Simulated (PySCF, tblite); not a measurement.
# C3H7FO2S: a rotation path, then NMR shifts on frames

Aim: move C3H7FO2S (`CS(=O)(=O)CCF`) away from its starting geometry and see how NMR shifts follow the geometry.

Programs: tblite 0.8.0 and PySCF 2.14.0, with density-fitted response routines of our own. Each step states its level of theory. These are calculated values for one molecule in the gas phase, unless marked as measured. Atoms are numbered from 0 throughout.

## (1) The starting structure

14 atoms, charge 0, multiplicity 1; geometry from: GFN2-xTB.

Bonds of the start (Å): C0–S1 1.81, S1–O2 1.44, S1–O3 1.44, S1–C4 1.84, C4–C5 1.51, C5–F6 1.38, C0–H7 1.08, C0–H8 1.08, C0–H9 1.08, C4–H10 1.09, C4–H11 1.09, C5–H12 1.09, C5–H13 1.09.

## (2) The rotation path with GFN2-xTB

Job settings and geometry (Å):

```
{"job": {"kind": "neb", "xc": "GFN2-xTB", "basis": "xTB", "atoms": [5, 4, 1, 0], "turn": 120}, "charge": 0, "multiplicity": 1}
C      1.725159     0.348051    -0.527088
S      0.716636    -0.814962     0.423944
O      0.353040    -1.923395    -0.414468
O      1.392302    -1.099588     1.658637
C     -0.824392     0.092772     0.835752
C     -1.689709     0.209949    -0.394246
F     -1.182842     1.172900    -1.236745
H      1.162242     0.676685    -1.390152
H      2.618416    -0.182107    -0.833816
H      1.980180     1.174738     0.122446
H     -0.539133     1.061842     1.234428
H     -1.313810    -0.498815     1.603448
H     -1.685001    -0.735025    -0.947054
H     -2.713765     0.516480    -0.157252
```

Level: GFN2-xTB climbing-image nudged elastic band, gas phase.

On the command line:

```sh
> OMP_NUM_THREADS=1 python probes_run.py task.json out
```

The driver reads the jobs from task.json and runs them one after another.

The program printed:

```text
image   E - E0 / eV
  0      -0.0000
  1       0.0246
  2       0.0802
  3       0.1356
  4       0.1728
  5       0.1856
  6       0.1787
  7       0.1640
  8       0.1532
```

Wall time 2.5 s (1 thread of Arm Neoverse V1, shared host); peak memory 0.18 GiB.

The final band, with the dihedral C5–C4–S1–C0:

```tsv
image	dihedral (°)	energy (eV)	energy (kcal/mol)
0	74	0.000	0.0
1	89	0.025	0.6
2	105	0.080	1.8
3	120	0.136	3.1
4	135	0.173	4.0
5	150	0.186	4.3
6	165	0.179	4.1
7	180	0.164	3.8
8	195	0.153	3.5
```

## (3) Shielding tensors: image 0, PBE0/pcSseg-1

Job settings and geometry (Å):

```
{"job": {"kind": "nmr", "xc": "PBE0", "basis": "pcSseg-1", "pop": false}, "charge": 0, "multiplicity": 1}
C      1.725200     0.348100    -0.527100
S      0.716600    -0.815000     0.423900
O      0.353000    -1.923400    -0.414500
O      1.392300    -1.099600     1.658600
C     -0.824400     0.092800     0.835800
C     -1.689700     0.209900    -0.394200
F     -1.182800     1.172900    -1.236700
H      1.162200     0.676700    -1.390200
H      2.618400    -0.182100    -0.833800
H      1.980200     1.174700     0.122400
H     -0.539100     1.061800     1.234400
H     -1.313800    -0.498800     1.603400
H     -1.685000    -0.735000    -0.947100
H     -2.713800     0.516500    -0.157300
```

Method: GIAO PBE0/pcSseg-1 NMR shielding, non-relativistic, gas phase.

The program printed:

```text
coarse grid: 12480 points
cycle   1  E = -766.0319353442  dE =  1.522e+00  |g| = 1.197e+00  |ddm| = 3.427e+00
cycle   2  E = -765.3856766398  dE =  6.463e-01  |g| = 2.229e+00  |ddm| = 2.864e+00
cycle   3  E = -766.2791351938  dE = -8.935e-01  |g| = 1.924e-01  |ddm| = 2.103e+00
cycle   4  E = -766.2864694487  dE = -7.334e-03  |g| = 7.778e-02  |ddm| = 2.105e-01
cycle   5  E = -766.2876240137  dE = -1.155e-03  |g| = 1.619e-02  |ddm| = 5.484e-02
cycle   6  E = -766.2876671216  dE = -4.311e-05  |g| = 4.682e-03  |ddm| = 1.367e-02
cycle   7  E = -766.2876706847  dE = -3.563e-06  |g| = 1.021e-03  |ddm| = 3.332e-03
final grid: 117000 points
cycle   8  E = -766.3591073064  dE = -2.602e-05  |g| = 1.217e-02  |ddm| = 2.302e-02
cycle   9  E = -766.3590676464  dE =  3.966e-05  |g| = 1.868e-02  |ddm| = 2.381e-02
cycle  10  E = -766.3591368430  dE = -6.920e-05  |g| = 2.308e-03  |ddm| = 1.548e-02
cycle  11  E = -766.3591378002  dE = -9.572e-07  |g| = 2.497e-04  |ddm| = 1.795e-03
cycle  12  E = -766.3591378088  dE = -8.577e-09  |g| = 1.339e-04  |ddm| = 2.438e-04
cycle  13  E = -766.3591378113  dE = -2.554e-09  |g| = 3.324e-05  |ddm| = 1.045e-04
cycle  14  E = -766.3591378115  dE = -1.646e-10  |g| = 1.629e-05  |ddm| = 3.612e-05
converged SCF energy = -766.3591378115

GIAO shielding tensors (ppm)
atom      isotropic    diamagn.    paramagn.     s11        s22        s33       span
  0 C      137.471     256.773    -119.302    109.831    115.573    187.008     77.177
  1 S      204.784    1051.769    -846.986     43.744    194.101    376.506    332.762
  2 O      127.509     400.959    -273.449     63.441    125.100    193.986    130.546
  3 O      118.013     398.081    -280.068     63.528    108.998    181.513    117.985
  4 C      123.272     258.467    -135.195     98.480    115.622    155.712     57.232
  5 C      104.097     242.809    -138.712     71.530     82.576    158.184     86.654
  6 F      419.872     475.710     -55.837    367.504    414.809    477.304    109.800
  7 H       28.858      31.953      -3.095     25.021     29.196     32.357      7.336
  8 H       28.817      28.585       0.232     26.341     26.488     33.623      7.283
  9 H       29.242      31.089      -1.847     26.712     27.084     33.931      7.219
 10 H       28.546      32.537      -3.991     26.142     27.871     31.625      5.483
 11 H       29.146      31.184      -2.038     25.592     28.354     33.492      7.900
 12 H       26.214      29.524      -3.309     22.703     26.404     29.537      6.834
 13 H       26.613      27.721      -1.108     22.072     26.386     31.380      9.308
```

Wall time 19 s (1 thread of Arm Neoverse V1, shared host); peak memory 0.74 GiB.

The references, computed at this level on geometries of the same kind, shield at (ppm): 1H TMS 31.72, 13C TMS 186.9, 19F CFCl3 170.9, 17O H2O 336.1, 33S CS2 504. Their shielding less the atom's gives the shift. The references are single molecules in the gas phase, so shifts against H2O, NH3, PH3, H3PO4 or CFCl3 are not on the usual liquid scales and can be off by tens of ppm. Each atom is listed at this fixed geometry, with no averaging over motion; a spectrum would average atoms that exchange fast.

```tsv
atoms	environment	σ (ppm)	δ (ppm)
C5	sp3 CH2 bonded to F	104.1	82.8
C4	sp3 CH2 bonded to S	123.3	63.7
C0	methyl carbon bonded to S	137.5	49.5
H12	hydrogen on an sp3 CH2 bonded to F	26.21	5.50
H13	hydrogen on an sp3 CH2 bonded to F	26.61	5.10
H10	hydrogen on an sp3 CH2 bonded to S	28.55	3.17
H8	hydrogen on a methyl carbon bonded to S	28.82	2.90
H7	hydrogen on a methyl carbon bonded to S	28.86	2.86
H11	hydrogen on an sp3 CH2 bonded to S	29.15	2.57
H9	hydrogen on a methyl carbon bonded to S	29.24	2.47
S1	sulfone sulfur	205	299
O3	S=O oxygen	118.0	218.1
O2	S=O oxygen	127.5	208.6
F6	fluorine on an sp3 carbon	419.9	-248.9
```

## (4) Shielding tensors: image 2, PBE0/pcSseg-1

Job settings and geometry (Å):

```
{"job": {"kind": "nmr", "xc": "PBE0", "basis": "pcSseg-1", "pop": false}, "charge": 0, "multiplicity": 1}
C      1.902800     0.391800    -0.360800
S      0.685500    -0.794700     0.258500
O      0.318800    -1.691300    -0.799700
O      1.201600    -1.371200     1.468900
C     -0.781900     0.224600     0.718100
C     -1.863700     0.064600    -0.321700
F     -1.537900     0.797700    -1.436500
H      1.462100     0.940700    -1.182400
H      2.758200    -0.180100    -0.698700
H      2.181300     1.037300     0.462000
H     -0.455000     1.258700     0.786700
H     -1.104100    -0.133200     1.690900
H     -1.935200    -0.981800    -0.634300
H     -2.833100     0.436500     0.026700
```

Method: GIAO PBE0/pcSseg-1 NMR shielding, non-relativistic, gas phase.

The program printed:

```text
coarse grid: 12480 points
cycle   1  E = -766.0268900950  dE =  1.522e+00  |g| = 1.199e+00  |ddm| = 3.431e+00
cycle   2  E = -765.3724486417  dE =  6.544e-01  |g| = 2.238e+00  |ddm| = 2.878e+00
cycle   3  E = -766.2756321498  dE = -9.032e-01  |g| = 1.939e-01  |ddm| = 2.113e+00
cycle   4  E = -766.2830344634  dE = -7.402e-03  |g| = 7.914e-02  |ddm| = 2.107e-01
cycle   5  E = -766.2842245506  dE = -1.190e-03  |g| = 1.671e-02  |ddm| = 5.546e-02
cycle   6  E = -766.2842705573  dE = -4.601e-05  |g| = 5.021e-03  |ddm| = 1.429e-02
cycle   7  E = -766.2842744923  dE = -3.935e-06  |g| = 1.601e-03  |ddm| = 3.939e-03
final grid: 117000 points
cycle   8  E = -766.3554929958  dE = -2.371e-05  |g| = 1.266e-02  |ddm| = 2.482e-02
cycle   9  E = -766.3554470096  dE =  4.599e-05  |g| = 1.988e-02  |ddm| = 2.476e-02
cycle  10  E = -766.3555245975  dE = -7.759e-05  |g| = 2.440e-03  |ddm| = 1.632e-02
cycle  11  E = -766.3555256813  dE = -1.084e-06  |g| = 2.933e-04  |ddm| = 1.892e-03
cycle  12  E = -766.3555256901  dE = -8.747e-09  |g| = 2.038e-04  |ddm| = 3.526e-04
cycle  13  E = -766.3555256969  dE = -6.887e-09  |g| = 4.364e-05  |ddm| = 1.673e-04
cycle  14  E = -766.3555256972  dE = -2.842e-10  |g| = 1.719e-05  |ddm| = 3.927e-05
converged SCF energy = -766.3555256972

GIAO shielding tensors (ppm)
atom      isotropic    diamagn.    paramagn.     s11        s22        s33       span
  0 C      136.556     256.789    -120.233    109.087    113.636    186.944     77.857
  1 S      210.614    1051.954    -841.340     49.222    199.032    383.587    334.365
  2 O      122.563     400.644    -278.081     58.112     99.078    210.498    152.386
  3 O      104.688     398.595    -293.907     54.426     96.509    163.130    108.703
  4 C      121.846     258.656    -136.809     88.712    118.056    158.771     70.059
  5 C      105.390     241.435    -136.046     73.247     82.283    160.639     87.392
  6 F      416.796     475.335     -58.539    372.224    406.801    471.362     99.138
  7 H       29.097      31.823      -2.726     25.847     28.320     33.125      7.278
  8 H       28.718      28.388       0.330     26.187     26.493     33.474      7.287
  9 H       29.143      30.791      -1.648     26.496     27.256     33.676      7.180
 10 H       28.451      33.006      -4.555     26.276     28.119     30.957      4.681
 11 H       29.032      31.745      -2.713     25.021     28.898     33.177      8.156
 12 H       26.047      29.102      -3.055     22.851     26.056     29.235      6.384
 13 H       26.694      27.509      -0.815     22.162     26.394     31.527      9.364
```

Run time: 19 s. Hardware: 1 thread of Arm Neoverse V1, shared host; peak memory 0.76 GiB.

This run: δ C5 81.5, C4 65.1, C0 50.4, S1 293, H12 5.67, H13 5.02 ppm.

## (5) NMR shieldings: image 5, PBE0/pcSseg-1

Job settings and geometry (Å):

```
{"job": {"kind": "nmr", "xc": "PBE0", "basis": "pcSseg-1", "pop": false}, "charge": 0, "multiplicity": 1}
C      2.097500     0.377000    -0.101400
S      0.645100    -0.704800    -0.026500
O      0.411700    -1.246800    -1.330000
O      0.821400    -1.631400     1.057400
C     -0.731800     0.421000     0.453000
C     -2.021000    -0.104800    -0.138200
F     -2.093300     0.221100    -1.464400
H      1.897000     1.168100    -0.811400
H      2.924600    -0.233400    -0.442000
H      2.290600     0.759900     0.891800
H     -0.519100     1.418100     0.078200
H     -0.764400     0.408400     1.538000
H     -2.058000    -1.196400    -0.064100
H     -2.901100     0.343500     0.337400
```

Method: GIAO PBE0/pcSseg-1 NMR shielding, non-relativistic, gas phase.

The program printed:

```text
coarse grid: 12480 points
cycle   1  E = -766.0197846156  dE =  1.535e+00  |g| = 1.203e+00  |ddm| = 3.433e+00
cycle   2  E = -765.3621450324  dE =  6.576e-01  |g| = 2.247e+00  |ddm| = 2.903e+00
cycle   3  E = -766.2721635616  dE = -9.100e-01  |g| = 1.916e-01  |ddm| = 2.125e+00
cycle   4  E = -766.2793075362  dE = -7.144e-03  |g| = 8.048e-02  |ddm| = 2.061e-01
cycle   5  E = -766.2805309286  dE = -1.223e-03  |g| = 2.004e-02  |ddm| = 5.820e-02
cycle   6  E = -766.2805955301  dE = -6.460e-05  |g| = 7.181e-03  |ddm| = 1.842e-02
cycle   7  E = -766.2806038166  dE = -8.287e-06  |g| = 2.543e-03  |ddm| = 6.621e-03
final grid: 117000 points
cycle   8  E = -766.3515146524  dE = -2.270e-05  |g| = 1.286e-02  |ddm| = 2.484e-02
cycle   9  E = -766.3514642420  dE =  5.041e-05  |g| = 2.060e-02  |ddm| = 2.596e-02
cycle  10  E = -766.3515470244  dE = -8.278e-05  |g| = 2.482e-03  |ddm| = 1.695e-02
cycle  11  E = -766.3515481687  dE = -1.144e-06  |g| = 2.968e-04  |ddm| = 1.962e-03
cycle  12  E = -766.3515481769  dE = -8.103e-09  |g| = 2.420e-04  |ddm| = 4.291e-04
cycle  13  E = -766.3515481870  dE = -1.020e-08  |g| = 3.428e-05  |ddm| = 1.901e-04
cycle  14  E = -766.3515481872  dE = -1.887e-10  |g| = 1.502e-05  |ddm| = 3.282e-05
converged SCF energy = -766.3515481872

GIAO shielding tensors (ppm)
atom      isotropic    diamagn.    paramagn.     s11        s22        s33       span
  0 C      137.889     256.297    -118.408    111.296    114.819    187.552     76.256
  1 S      209.664    1052.624    -842.960     56.927    194.879    377.187    320.259
  2 O      122.058     400.528    -278.470     65.721     99.324    201.129    135.408
  3 O      107.536     399.836    -292.300     54.643     67.516    200.450    145.807
  4 C      121.905     258.821    -136.916     96.164    113.213    156.337     60.172
  5 C      108.728     240.496    -131.769     72.793     85.009    168.381     95.589
  6 F      412.651     473.389     -60.737    367.883    405.596    464.476     96.594
  7 H       29.221      31.322      -2.101     26.293     27.771     33.601      7.308
  8 H       28.728      28.148       0.581     26.310     26.475     33.400      7.090
  9 H       29.045      30.576      -1.531     26.307     27.195     33.633      7.326
 10 H       28.552      33.120      -4.568     25.731     28.595     31.329      5.598
 11 H       28.911      32.623      -3.712     25.393     28.856     32.484      7.091
 12 H       26.204      28.364      -2.160     22.764     26.538     29.310      6.546
 13 H       26.627      27.320      -0.693     21.634     26.475     31.770     10.136
```

Run time: 19 s. Hardware: 1 thread of Arm Neoverse V1, shared host; peak memory 0.76 GiB.

This run: δ C5 78.2, C4 65.0, C0 49.0, S1 294, H12 5.51, H13 5.09 ppm.

## (6) Nuclear shieldings: image 6, PBE0/pcSseg-1

Job settings and geometry (Å):

```
{"job": {"kind": "nmr", "xc": "PBE0", "basis": "pcSseg-1", "pop": false}, "charge": 0, "multiplicity": 1}
C      2.127700     0.355700    -0.015400
S      0.633600    -0.666200    -0.129100
O      0.477000    -1.086100    -1.487300
O      0.694100    -1.682500     0.884400
C     -0.723100     0.478500     0.348500
C     -2.039000    -0.144800    -0.064000
F     -2.238400     0.018900    -1.406100
H      2.005500     1.210900    -0.666600
H      2.951800    -0.259400    -0.354600
H      2.271100     0.648600     1.015900
H     -0.574900     1.431100    -0.151000
H     -0.666200     0.581700     1.427800
H     -2.029400    -1.220600     0.141300
H     -2.890500     0.333700     0.434200
```

Method: GIAO PBE0/pcSseg-1 NMR shielding, non-relativistic, gas phase.

The program printed:

```text
coarse grid: 12480 points
cycle   1  E = -766.0202568433  dE =  1.539e+00  |g| = 1.203e+00  |ddm| = 3.435e+00
cycle   2  E = -765.3667459239  dE =  6.535e-01  |g| = 2.242e+00  |ddm| = 2.856e+00
cycle   3  E = -766.2726558020  dE = -9.059e-01  |g| = 1.905e-01  |ddm| = 2.082e+00
cycle   4  E = -766.2796785259  dE = -7.023e-03  |g| = 8.110e-02  |ddm| = 2.041e-01
cycle   5  E = -766.2809018628  dE = -1.223e-03  |g| = 2.257e-02  |ddm| = 6.031e-02
cycle   6  E = -766.2809855262  dE = -8.366e-05  |g| = 7.733e-03  |ddm| = 2.079e-02
cycle   7  E = -766.2809954550  dE = -9.929e-06  |g| = 2.484e-03  |ddm| = 7.034e-03
final grid: 117000 points
cycle   8  E = -766.3521271535  dE = -2.357e-05  |g| = 1.299e-02  |ddm| = 2.403e-02
cycle   9  E = -766.3520770138  dE =  5.014e-05  |g| = 2.065e-02  |ddm| = 2.584e-02
cycle  10  E = -766.3521599127  dE = -8.290e-05  |g| = 2.463e-03  |ddm| = 1.688e-02
cycle  11  E = -766.3521610396  dE = -1.127e-06  |g| = 2.829e-04  |ddm| = 1.956e-03
cycle  12  E = -766.3521610479  dE = -8.346e-09  |g| = 2.242e-04  |ddm| = 3.980e-04
cycle  13  E = -766.3521610567  dE = -8.748e-09  |g| = 3.520e-05  |ddm| = 1.803e-04
cycle  14  E = -766.3521610569  dE = -2.065e-10  |g| = 1.473e-05  |ddm| = 3.393e-05
converged SCF energy = -766.3521610569

GIAO shielding tensors (ppm)
atom      isotropic    diamagn.    paramagn.     s11        s22        s33       span
  0 C      138.695     255.953    -117.258    111.642    116.167    188.277     76.635
  1 S      209.467    1052.906    -843.439     58.062    193.168    377.171    319.109
  2 O      120.908     400.412    -279.504     65.463    101.426    195.836    130.373
  3 O      118.352     400.252    -281.900     57.384     75.779    221.892    164.508
  4 C      123.056     258.931    -135.875    101.926    112.696    154.545     52.619
  5 C      108.985     240.372    -131.387     72.467     85.293    169.196     96.728
  6 F      410.808     472.818     -62.011    365.524    403.023    463.876     98.353
  7 H       29.193      31.091      -1.897     26.261     27.703     33.616      7.355
  8 H       28.736      28.059       0.677     26.343     26.450     33.414      7.071
  9 H       29.139      30.584      -1.445     26.269     27.252     33.896      7.626
 10 H       28.621      32.989      -4.369     25.760     28.489     31.613      5.854
 11 H       29.086      32.972      -3.886     25.821     28.757     32.680      6.859
 12 H       26.156      28.265      -2.108     22.465     26.855     29.148      6.683
 13 H       26.597      27.330      -0.733     21.537     26.494     31.759     10.222
```

Wall time 18 s (1 thread of Arm Neoverse V1, shared host); peak memory 0.76 GiB.

This run: δ C5 77.9, C4 63.9, C0 48.2, S1 294, H12 5.56, H13 5.12 ppm.

## (7) Shielding tensors: image 8, PBE0/pcSseg-1

Job settings and geometry (Å):

```
{"job": {"kind": "nmr", "xc": "PBE0", "basis": "pcSseg-1", "pop": false}, "charge": 0, "multiplicity": 1}
C      2.126000     0.297700     0.156300
S      0.631300    -0.603300    -0.348600
O      0.667600    -0.779000    -1.768200
O      0.496400    -1.767100     0.482300
C     -0.714800     0.557000     0.114400
C     -2.032600    -0.186900     0.104400
F     -2.484000    -0.340000    -1.177000
H      2.135600     1.251400    -0.354600
H      2.980100    -0.296700    -0.143600
H      2.109100     0.417600     1.231300
H     -0.715300     1.370100    -0.605400
H     -0.484700     0.908400     1.114900
H     -1.900100    -1.188700     0.526900
H     -2.815200     0.359200     0.644900
```

Level: GIAO PBE0/pcSseg-1 NMR shielding, non-relativistic, gas phase.

The program printed:

```text
coarse grid: 12480 points
cycle   1  E = -766.0227881988  dE =  1.534e+00  |g| = 1.200e+00  |ddm| = 3.435e+00
cycle   2  E = -765.3718665809  dE =  6.509e-01  |g| = 2.238e+00  |ddm| = 2.814e+00
cycle   3  E = -766.2739546066  dE = -9.021e-01  |g| = 1.896e-01  |ddm| = 2.047e+00
cycle   4  E = -766.2809341686  dE = -6.980e-03  |g| = 8.022e-02  |ddm| = 2.013e-01
cycle   5  E = -766.2821453796  dE = -1.211e-03  |g| = 2.139e-02  |ddm| = 5.867e-02
cycle   6  E = -766.2822197834  dE = -7.440e-05  |g| = 7.577e-03  |ddm| = 1.975e-02
cycle   7  E = -766.2822292837  dE = -9.500e-06  |g| = 2.455e-03  |ddm| = 6.851e-03
final grid: 117000 points
cycle   8  E = -766.3534078888  dE = -2.284e-05  |g| = 1.234e-02  |ddm| = 2.419e-02
cycle   9  E = -766.3533624418  dE =  4.545e-05  |g| = 1.962e-02  |ddm| = 2.459e-02
cycle  10  E = -766.3534375290  dE = -7.509e-05  |g| = 2.354e-03  |ddm| = 1.604e-02
cycle  11  E = -766.3534385558  dE = -1.027e-06  |g| = 2.580e-04  |ddm| = 1.858e-03
cycle  12  E = -766.3534385618  dE = -5.966e-09  |g| = 2.213e-04  |ddm| = 3.726e-04
cycle  13  E = -766.3534385703  dE = -8.539e-09  |g| = 3.221e-05  |ddm| = 1.731e-04
cycle  14  E = -766.3534385705  dE = -1.769e-10  |g| = 1.374e-05  |ddm| = 3.256e-05
converged SCF energy = -766.3534385705

GIAO shielding tensors (ppm)
atom      isotropic    diamagn.    paramagn.     s11        s22        s33       span
  0 C      138.682     256.038    -117.356    109.625    118.107    188.315     78.690
  1 S      211.903    1052.827    -840.924     57.390    194.138    384.183    326.793
  2 O      112.301     399.609    -287.309     59.799     88.883    188.221    128.423
  3 O      128.385     400.717    -272.332     58.867     91.110    235.177    176.310
  4 C      123.992     258.969    -134.977    106.993    110.512    154.470     47.477
  5 C      109.080     241.008    -131.927     72.625     85.350    169.266     96.641
  6 F      409.320     472.334     -63.014    364.609    396.209    467.142    102.534
  7 H       29.075      30.849      -1.774     26.252     27.521     33.453      7.201
  8 H       28.705      28.040       0.665     26.287     26.357     33.471      7.184
  9 H       29.415      31.011      -1.596     26.358     27.554     34.335      7.977
 10 H       28.520      32.400      -3.880     25.939     27.983     31.637      5.699
 11 H       29.367      33.671      -4.305     25.737     29.474     32.889      7.153
 12 H       25.932      28.721      -2.790     22.237     26.752     28.806      6.569
 13 H       26.667      27.508      -0.841     21.653     26.630     31.717     10.064
```

It took 18 s on 1 thread of Arm Neoverse V1, shared host; peak memory 0.76 GiB.

This run: δ C5 77.8, C4 62.9, C0 48.2, S1 292, H12 5.79, H13 5.05 ppm.

## (8) Comparing the runs: NMR shifts

Shifts (ppm) of some atoms, chosen among heavy atoms and hydrogens apart, with basis size and wall time:

```tsv
frame	C5	H11	H9	S1	O3	O2	F6	functions	time
image 0	82.8	2.57	2.47	299	218.1	208.6	-248.9	161	19 s
image 2	81.5	2.68	2.57	293	231.4	213.5	-245.8	161	19 s
image 5	78.2	2.81	2.67	294	228.5	214.0	-241.7	161	19 s
image 6	77.9	2.63	2.58	294	217.7	215.2	-239.9	161	18 s
image 8	77.8	2.35	2.30	292	207.7	223.8	-238.4	161	18 s
```

## (9) Summary of results

| quantity | value |
| --- | --- |
| barrier | 0.186 eV (4.3 kcal/mol) at image 5 |
| end to end (GFN2-xTB) | 0.153 eV |
| 13C shifts against TMS (PBE0/pcSseg-1, image 0) | 82.8, 63.7, 49.5 ppm |
| 1H shifts against TMS (PBE0/pcSseg-1, image 0) | 5.50, 5.10, 3.17, 2.90, 2.86, 2.57, 2.47 ppm |
| 33S shifts against CS2 (PBE0/pcSseg-1, image 0) | 299 ppm |
| 17O shifts against H2O (PBE0/pcSseg-1, image 0) | 218.1, 208.6 ppm |
| 19F shifts against CFCl3 (PBE0/pcSseg-1, image 0) | -248.9 ppm |
| range of the shift of O3 | 207.7 to 231.4 ppm |

What this shows: Along the band the dihedral turns by 121°, and the top (dihedral 150°) lies 4.3 kcal/mol above the start (GFN2-xTB, rough), so at room temperature this motion is fast. The top was not checked by a frequency run. Shifts at one fixed geometry are not the observed spectrum, which averages over the motion. In the first frame run (image 0): Shielding is most anisotropic at S1 (span 333 ppm, paramagnetic term -847 ppm). In ppm, O3 moves most: its shift spreads over 23.7 ppm, from 207.7 (image 8) to 231.4 (image 2).
